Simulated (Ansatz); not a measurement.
# P4C: one candidate of a structure search, part 1 of 2

The task: take a trial cell of P4C to zero force and stress.

Program: Ansatz 0.2.0. Level of theory: DFT PBE, scalar-relativistic, plane waves, PAW. These are calculated values, not measurements.

## 1. The structure to begin with

It takes space group Pm-3m (No. 221, cubic). The conventional cell has a = 4.427 Å, b = 4.427 Å, c = 4.427 Å, α = 90.00°, β = 90.00°, γ = 90.00°. Around P (site symmetry m-3m) lie 6 P at 2.21 Å. Around P (site symmetry 4/mmm) lie 2 P at 2.21 Å. C (site symmetry m-3m) is surrounded by 12 P at 3.13 Å.

Structure file:

```cif
data_structure
_symmetry_space_group_name_H-M 'P 1'
_symmetry_Int_Tables_number 1
_cell_length_a 4.4271
_cell_length_b 4.4271
_cell_length_c 4.4271
_cell_angle_alpha 90.000
_cell_angle_beta 90.000
_cell_angle_gamma 90.000
_cell_volume 86.77
loop_
_atom_site_label
_atom_site_type_symbol
_atom_site_fract_x
_atom_site_fract_y
_atom_site_fract_z
_atom_site_occupancy
P1 P 0.50000 0.50000 0.50000 1
P2 P 0.00000 0.50000 0.50000 1
P3 P 0.50000 0.00000 0.50000 1
P4 P 0.50000 0.50000 0.00000 1
C1 C 0.00000 0.00000 0.00000 1
```

Recipe of the guess: species swapped into a database cell of Mn4N (Pm-3m, No. 221). The dimensions are guesses.

## 2. Probe: one point on a coarse mesh

input.yaml

```yaml
crystal:
  lattice:
    - [4.42707627, 0.0, 0.0]
    - [0.0, 4.42707627, 0.0]
    - [0.0, 0.0, 4.42707627]
  atoms:
    - { symbol: P, position: [0.5, 0.5, 0.5] }
    - { symbol: P, position: [0.0, 0.5, 0.5] }
    - { symbol: P, position: [0.5, 0.0, 0.5] }
    - { symbol: P, position: [0.5, 0.5, 0.0] }
    - { symbol: C, position: [0.0, 0.0, 0.0] }
basis:
  ecutwfc: 420
kpoints:
  mp_grid: { grid: [4, 4, 4] }
hamiltonian:
  xc: pbe
scf:
  occupations: { method: gaussian, width: 0.1 }
  lower_state_search: "off"
output:
  forces: true
  stress: true
  eigenvalues: true
```

On the command line:

```sh
> ansatz run input.yaml --threads 1 --pin off --max-ram 2560MiB --backend cpu --events-out ev --progress --plain --runs-dir out
```

Standard output, cut to the lines that bear on the results:

```text
Warning: RAYON_NUM_THREADS=1 ignored (pool sized by the plan → 1); use --threads N
[...]
Pseudopotentials: kind: paw
Pseudopotential: P, paw, valence charge 5, recommended cutoff 420 eV (normal), P.paw.azcp
Pseudopotential: C, paw, valence charge 4, recommended cutoff 420 eV (normal), C.paw.azcp
Functional definition: PBE
[...]
Crystal: 5 atoms, lattice volume = 86.766 Å³
Basis set: ecut = 420 eV, 1743 PW (Γ), exchange–correlation on 60×60×60 points (8 copies of the dense FFT grid, shifted against one another)
Bands: 17, of which v1, the nominal top of the filled ones, is band 12 counted from 1 (11 counted from 0)
Symmetry: 48 space group operations
Space group: Pm-3m (ITA 221), of the structure as read, at distance tolerance 4.4e-5 Å
k-points: 10 of 64
[...]
SCF iter   1: F=—  HF=-3263.299449 eV  |F-HF|=—  |Δ(HF+E_count)|=         —  Δρ=5.75e-3  dr2=5.43e-2  ethr=1.77e-3  ⟨swp⟩=7.7  Hψ=1161  notcnv=0
[...]
SCF iter   6: F=-3263.286285 eV  HF=-3263.286285 eV  |F-HF|=1.27e-10  |Δ(HF+E_count)|=   1.78e-7  Δρ=3.26e-6  dr2=1.45e-8  ethr=4.17e-10  ⟨swp⟩=8.6  Hψ=1018  notcnv=0
[...]
SCF converged after 6 iterations
Free energy (F): -3263.286285 eV
[...]
E sigma→0 (E₀):  -3263.273691 eV
Entropy (-TS):   -0.025188 eV (-5.038 meV/atom)
Fermi energy:    7.069529 eV
[...]
--- Forces (eV/Å), atoms counted from 1 ---
  atom   1  P      0.00000000     0.00000000     0.00000000
  atom   2  P      0.00000000    -0.00000000     0.00000000
  atom   3  P     -0.00000000    -0.00000000     0.00000000
  atom   4  P     -0.00000000    -0.00000000     0.00000000
  atom   5  C     -0.00000000     0.00000000     0.00000000
[...]
--- Stress (GPa, compression-positive) ---
       -3.088047       0.000000       0.000000
       -0.000000      -3.088047      -0.000000
        0.000000       0.000000      -3.088047
  P = ⅓ Tr σ = -3.0880 GPa (-30.880 kbar)
--- Band table (eV; the first three rows and the last of 10) ---
  k-point 0: bands = ["-9.2289", "-2.1957", "-2.1957", "-2.0859", "-0.9145", "-0.9145", "-0.9145", "2.6142", "5.5744", "5.5744", "5.5744", "7.0451", "7.0451", "7.0451", "9.2697", "9.2697", "9.2697"]
[...]
```

Run time: 9.7 s. Hardware: 1 thread of Intel Xeon at 2.70GHz, shared host; peak memory 0.32 GiB.

From the probe: pressure -3.1 GPa, largest force 0.00 eV/Å, gap on this mesh none (metal). The coarse relaxation is skipped.

## 3. Spin check on a coarse mesh

Edit input.yaml of step 2 so:

```diff
@@ -10,3 +10,3 @@
     - { symbol: P, position: [0.5, 0.5, 0.0] }
-    - { symbol: C, position: [0.0, 0.0, 0.0] }
+    - { symbol: C, position: [0.0, 0.0, 0.0], spin: 1.0 }
 basis:
@@ -24 +24,4 @@
   eigenvalues: true
+  populations: true
+magnetization:
+  spin_polarized: true
```

On the command line:

```sh
> ansatz run input.yaml --threads 1 --pin off --max-ram 2560MiB --backend cpu --events-out ev --progress --plain --runs-dir out
```

Standard output, cut to the lines that bear on the results:

```text
[...]
SCF converged after 20 iterations
Magnetization: 0.1630 μB (12.0815 up, 11.9185 down)
Absolute magnetization: 0.2163 μB (∫|ρ↑−ρ↓|, with the PAW one-centre terms)
Spin contamination: 0.0082 ħ² per cell (⟨S²⟩ above its minimum at these occupations)
Per-site moments (μB) at R_I (Å): [(0.008532465642720522, 0.9130844806874999), (-0.003914169936241973, 0.9130844806874999), (-0.003914169936241982, 0.9130844806874999), (-0.00391416993624193, 0.9130844806874999), (0.16428266712540981, 1.2912964561806568)]
Free energy (F): -3263.287282 eV
[...]
E sigma→0 (E₀):  -3263.276477 eV
Entropy (-TS):   -0.021610 eV (-4.322 meV/atom)
Fermi energy:    7.051727 eV
[...]
--- Forces (eV/Å), atoms counted from 1 ---
  atom   1  P      0.00000000     0.00000000     0.00000000
  atom   2  P      0.00000000     0.00000000     0.00000000
  atom   3  P     -0.00000000    -0.00000000     0.00000000
  atom   4  P      0.00000000    -0.00000000     0.00000000
  atom   5  C     -0.00000000     0.00000000    -0.00000000
[...]
--- Stress (GPa, compression-positive) ---
       -3.094711       0.000000       0.000000
       -0.000000      -3.094711       0.000000
        0.000000       0.000000      -3.094711
  P = ⅓ Tr σ = -3.0947 GPa (-30.947 kbar)
--- Band table (eV; the first three rows and the last of 20) ---
  k-point 0 ↑: bands = ["-9.2349", "-2.1942", "-2.1942", "-2.1763", "-0.9199", "-0.9199", "-0.9199", "2.5929", "5.5234", "5.5234", "5.5234", "7.0492", "7.0492", "7.0492", "9.2196", "9.2196", "9.2196", "10.2977"]
[...]
--- Löwdin populations: 5 sites ---
  site symbol       q [e]    m [muB]
     0      P      4.4250     0.0129
     1      P      4.9201    -0.0128
     2      P      4.9201    -0.0128
     3      P      4.9201    -0.0128
     4      C      4.3518     0.1851
  spilling = 0.019287 (of n_electrons = 24.000000)
```

It took 6.2 s on 1 thread of Intel Xeon at 2.70GHz, shared host; peak memory 0.34 GiB.

By site:

| atom | moment in the atom's sphere (μB) | Löwdin electrons |
| --- | --- | --- |
| P1 | 0.01 | 4.42 |
| P2 | 0.00 | 4.92 |
| P3 | 0.00 | 4.92 |
| P4 | 0.00 | 4.92 |
| C5 | 0.16 | 4.35 |

The Löwdin counts miss 0.46 of the 24 electrons, which the atomic orbitals do not span, so they are no charges.

The same cell is solved with trial moments on C. The largest site moment that stays is 0.16 μB and the cell's total 0.16 μB. The workflow keeps spin only above 0.25 μB on a site, so the next run goes without spin.

(Continued in part 2 of 2.)
